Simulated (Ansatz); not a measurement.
**CH₄ClNSSi: basis-set convergence**

Aim: see how fast density functionals converge with the basis set for CH₄ClNSSi.

Program: Ansatz 0.2.0, Gaussian basis. Level of theory: one geometry, several basis sets. These are calculated values, not measurements.

The runs, in order: PBE0-D4/def2-SVP; ωB97M-V/def2-SVP; PBE0-D4/def2-QZVPP; ωB97M-V/def2-QZVPP; the functionals' def2-TZVPP values are taken from earlier runs.

## (1) Structure used throughout

An earlier PBE0-D4 in a triple-zeta def2 set relaxation fixed the geometry.

9 atoms, charge 0, spin multiplicity 1.

Atoms are counted from 1 here; the program's logs count them from 0.

Bond lengths: N1–C2 1.318 Å, N1–H6 1.007 Å, N1–H7 1.010 Å, C2–Si4 1.856 Å, C2–H8 1.085 Å, S3–Si4 2.013 Å, Si4–Cl5 2.074 Å, Si4–H9 1.479 Å. Angles: C2–N1–H6 121.9°, C2–N1–H7 119.1°, H6–N1–H7 116.8°, N1–C2–Si4 124.0°, N1–C2–H8 115.9°, Si4–C2–H8 119.8°, C2–Si4–S3 80.7°, C2–Si4–Cl5 106.5°, C2–Si4–H9 116.6°, S3–Si4–Cl5 120.5°, S3–Si4–H9 124.3°, Cl5–Si4–H9 105.2°.

## (2) PBE0-D4 in def2-SVP

Input file in.yaml:

```yaml
crystal:
  periodic: [false, false, false]
  atoms:
    - {symbol: N, position_ang: [-1.382891, 0.069950, 0.457926]}
    - {symbol: C, position_ang: [-0.289410, -0.620878, 0.203137]}
    - {symbol: S, position_ang: [1.846016, 0.118804, 1.288433]}
    - {symbol: Si, position_ang: [1.214948, 0.085646, -0.622953]}
    - {symbol: Cl, position_ang: [0.604887, 1.832413, -1.561069]}
    - {symbol: H, position_ang: [-2.007795, -0.179762, 1.207361]}
    - {symbol: H, position_ang: [-1.473715, 1.002753, 0.081872]}
    - {symbol: H, position_ang: [-0.255446, -1.622509, 0.617603]}
    - {symbol: H, position_ang: [1.831904, -0.732718, -1.689409]}
basis:
  gaussian: {orbitals: def2-SVP}
hamiltonian: {xc: pbe0, dispersion: d4}
output: {orbitals: {seedname: orbitals}}
```

The runs that follow: ωB97M-V in def2-SVP; PBE0-D4 in def2-QZVPP; ωB97M-V in def2-QZVPP.

Before running them: what should the planned runs give, taken together? Wanted: PBE0-D4: double and triple zeta above quadruple; ωB97M-V: double and triple zeta above quadruple.

As calculated:

| quantity | value |
| --- | --- |
| PBE0-D4: double and triple zeta above quadruple | 14.98, 1.11 eV |
| ωB97M-V: double and triple zeta above quadruple | 14.98, 1.05 eV |

PBE0-D4 gains 13.87 eV from double to triple zeta, then 1.11 eV more. Total energies overstate the basis error of differences, where much of it tends to cancel.
